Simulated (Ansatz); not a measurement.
# BClF3H3O: the cost of one run

All numbers below are computed with Ansatz 0.2.0 (RKS B3LYP/def2-SVP).

1 further run of the same task is left out (it didn't finish).

**1. The structure to begin with**

Bond lengths: B1–Cl2 2.170 Å, B1–F3 1.310 Å, B1–F4 1.312 Å, B1–O6 1.743 Å, O6–H9 0.960 Å. Angles: Cl2–B1–F3 107.3°, Cl2–B1–F4 106.8°, Cl2–B1–O6 101.0°, F3–B1–F4 120.9°, F3–B1–O6 109.7°, F4–B1–O6 109.3°, B1–O6–H9 106.4°.

As a file:

```xyz
9

B    -0.9631   -0.1311   -0.6245
Cl    0.3643   -1.8230   -0.3322
F    -0.7196    0.3537   -1.8169
F    -2.1682   -0.5323   -0.2940
H     0.8951    0.8537    0.5590
O    -0.3706    0.9713    0.5887
H     1.6564   -0.7040    0.0421
F     1.9912    0.3725    0.4453
H    -0.6855    0.6393    1.4325
```

**2. Pulling towards end A**

Springs on the bonds that form and break draw the guess towards this end; the thresholds are loose.

Contents of input.yaml:

```yaml
crystal:
  periodic: [false, false, false]
  atoms:
    - { symbol: B, position_ang: [-0.9631, -0.1311, -0.6245] }
    - { symbol: Cl, position_ang: [0.3643, -1.823, -0.3322] }
    - { symbol: F, position_ang: [-0.7196, 0.3537, -1.8169] }
    - { symbol: F, position_ang: [-2.1682, -0.5323, -0.294] }
    - { symbol: H, position_ang: [0.8951, 0.8537, 0.559] }
    - { symbol: O, position_ang: [-0.3706, 0.9713, 0.5887] }
    - { symbol: H, position_ang: [1.6564, -0.704, 0.0421] }
    - { symbol: F, position_ang: [1.9912, 0.3725, 0.4453] }
    - { symbol: H, position_ang: [-0.6855, 0.6393, 1.4325] }
basis:
  gaussian: { orbitals: def2-SVP }
hamiltonian:
  xc: b3lyp
relax:
  f_tol: 0.15
  max_steps: 25
  restrain:
    - { distance: [0, 5], at: 2.8, k: 30.0 }
    - { distance: [4, 7], at: 2.18, k: 30.0 }
    - { distance: [6, 1], at: 2.63, k: 30.0 }
    - { distance: [0, 1], at: 1.86, k: 30.0 }
    - { distance: [4, 5], at: 0.97, k: 30.0 }
    - { distance: [6, 7], at: 0.88, k: 30.0 }
```

Command:

```console
> ansatz run input.yaml --threads 2 --pin off --max-ram 3072MiB --backend cpu --events-out ev --progress --plain --runs-dir out
```

What time and memory should one allow on 2 threads of Intel Xeon Platinum 8488C (Sapphire Rapids), shared host?

About 28 s, with a peak of 0.24 GiB.
